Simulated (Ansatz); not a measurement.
# Cl2H5O2PZr: the cost of one run

Method: RKS PBE/def2-SVP, in Ansatz 0.2.0.

## (1) Starting point

Bond lengths: Zr1–Cl2 2.870 Å, Zr1–Cl3 2.520 Å, Zr1–O4 2.069 Å, O4–H5 1.010 Å, Zr1–O6 2.069 Å, O6–H7 1.010 Å, Zr1–P8 2.870 Å, P8–H9 1.420 Å, P8–H10 1.420 Å. Angles (14 of 15 angles, heavy atoms first): Cl2–Zr1–Cl3 109.5°, Cl2–Zr1–O4 109.5°, Cl2–Zr1–O6 109.5°, Cl2–Zr1–P8 71.6°, Cl3–Zr1–O4 109.5°, Cl3–Zr1–O6 109.5°, Cl3–Zr1–P8 67.1°, O4–Zr1–O6 109.5°, O4–Zr1–P8 72.9°, O6–Zr1–P8 176.5°, Zr1–O4–H5 109.5°, Zr1–O6–H7 109.5°, Zr1–P8–H9 109.5°, Zr1–P8–H10 109.5°.

Structure file:

```xyz
11

Zr    0.0000    0.0000    0.0000
Cl    0.0000    0.0000    2.8700
Cl    2.3764    0.0000   -0.8392
O    -0.9750    1.6891   -0.6893
H    -1.9328    1.4584   -0.9117
O    -0.9750   -1.6891   -0.6893
H    -1.4296   -2.1548    0.0831
P     1.5052    2.2699    0.9050
H     2.5975    1.8288    1.6979
H     1.9955    2.9909   -0.2158
H     0.8820    1.3301    2.2734
```

## (2) Pulling towards end A

Springs on the bonds that form and break draw the guess towards this end; the thresholds are loose.

Input file input.yaml:

```yaml
crystal:
  periodic: [false, false, false]
  atoms:
    - { symbol: Zr, position_ang: [0.0, 0.0, 0.0] }
    - { symbol: Cl, position_ang: [0.0, 0.0, 2.87] }
    - { symbol: Cl, position_ang: [2.3764, 0.0, -0.8392] }
    - { symbol: O, position_ang: [-0.975, 1.6891, -0.6893] }
    - { symbol: H, position_ang: [-1.9328, 1.4584, -0.9117] }
    - { symbol: O, position_ang: [-0.975, -1.6891, -0.6893] }
    - { symbol: H, position_ang: [-1.4296, -2.1548, 0.0831] }
    - { symbol: P, position_ang: [1.5052, 2.2699, 0.905] }
    - { symbol: H, position_ang: [2.5975, 1.8288, 1.6979] }
    - { symbol: H, position_ang: [1.9955, 2.9909, -0.2158] }
    - { symbol: H, position_ang: [0.882, 1.3301, 2.2734] }
basis:
  gaussian: { orbitals: def2-SVP }
hamiltonian:
  xc: pbe
relax:
  f_tol: 0.15
  max_steps: 25
  restrain:
    - { distance: [0, 7], at: 3.77, k: 30.0 }
    - { distance: [10, 1], at: 2.57, k: 30.0 }
    - { distance: [0, 1], at: 2.52, k: 30.0 }
    - { distance: [10, 7], at: 1.42, k: 30.0 }
```

Launch:

```
> ansatz run input.yaml --threads 4 --pin off --max-ram 5120MiB --backend cpu --events-out ev --progress --plain --runs-dir out
```

**Question.** How long does this run take on 4 threads of Intel Xeon Platinum 8259CL at 2.50GHz (Skylake/Cascade Lake), shared host, and how much memory does it need?

About 26 s, with a peak of 0.23 GiB.
